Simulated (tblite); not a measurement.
# How the settings of tblite move a run on GaN

Simulated with tblite 0.8.0. This is a test of settings. The cell began as a database structure and was relaxed with r2SCAN in plane waves (Ansatz 0.2.0). All runs are without spin polarisation.

It is cubic, F-43m (No. 216); conventional cell a = 4.498 Å, 11.37 Å³ an atom. Around Ga lie 4 N at 1.95 Å; around N lie 4 Ga at 1.95 Å.

The base run uses GFN2-xTB on a cluster of 64 atoms.

```python
import json
from ase import Atoms
from ase.build import make_supercell
from ase.units import Bohr, GPa, Hartree
from tblite.interface import Calculator

atoms = Atoms(['Ga', 'N'],
              cell=[[0.0, 2.248953, 2.248953], [2.248953, 0.0, 2.248953], [2.248953, 2.248953, 0.0]],
              scaled_positions=[[0.0, -0.0, -0.0], [0.75, 0.75, 0.75]],
              pbc=True)
cluster = make_supercell(atoms, [[-2, 2, 2], [-2, -2, 2], [2, -2, 2]])
calc = Calculator('GFN2-xTB', cluster.numbers, cluster.positions / Bohr, lattice=cluster.cell[:] / Bohr, periodic=cluster.pbc)
calc.set('temperature', 0.02 / Hartree)
calc.set('max-iter', 150)
res = calc.singlepoint()
levels = res.get('orbital-energies') * Hartree
nv = round(res.get('orbital-occupations').sum() / 2)
cells = len(cluster) // len(atoms)
out = {'energy_per_cell': res.get('energy') * Hartree / cells, 'homo': levels[nv - 1], 'lumo': levels[nv],
       'stress': (-res.get('virial') * Hartree / cluster.get_volume() / GPa).tolist(), 'charges': res.get('charges')[:len(atoms)].tolist(), 'electrons': 2 * nv / cells}
json.dump(out, open('results.json', 'w'))
for key, value in out.items():
    print(key, value)
```

Command: `python run.py`. It took 6.2 s on 1 thread of Arm Neoverse V2, with other jobs on the host, peak memory 0.12 GiB.

It converged with a gap of 1.93 eV and a pressure of -4.88 GPa (positive in compression). xTB was fitted to molecules, so gaps, charges and pressures of solids can be far off.

Each further run moved one setting: accuracy (scale of the thresholds); mixer-damping (damping of the charge mixer); max-iter (limit on cycles); cluster (size of the cluster in conventional cells). Changes are from the base run, which isn't itself converged in every setting; energies of another Hamiltonian, functional, basis or charge aren't compared, and those at a high electronic temperature are mostly its entropy term.

| setting | how it ended | gap change (eV) | energy change (meV/atom) | pressure change (GPa) | time (s) |
| --- | --- | --- | --- | --- | --- |
| accuracy = 0.01 | converged | 0.00 | 0.0 | 0.00 | 6.4 |
| mixer-damping = 0.7 | converged | 0.00 | 0.0 | 0.00 | 6.3 |
| max-iter = 2 (poor on purpose) | not converged | – | – | – | 5.9 |
| cluster = 1x1x1 (poor on purpose) | converged | -0.30 | 497.3 | 11.90 | 1.4 |

accuracy = 0.01 changes nothing that matters here. mixer-damping = 0.7 changes nothing that matters here. With max-iter = 2 the cycle ended unconverged.

The end of the log, shortened, for max-iter = 2:

```
------------------------------------------------------------
  cycle        total energy    energy error   density error
------------------------------------------------------------
      1     -124.7856670675  -1.2534845E+02   3.7718134E-01
      2     -126.4112498610  -1.6255828E+00   1.8486126E-01
------------------------------------------------------------
 total:                                   5.308 sec
tblite.exceptions.TBLiteRuntimeError: SCF not converged in 2 cycles
```
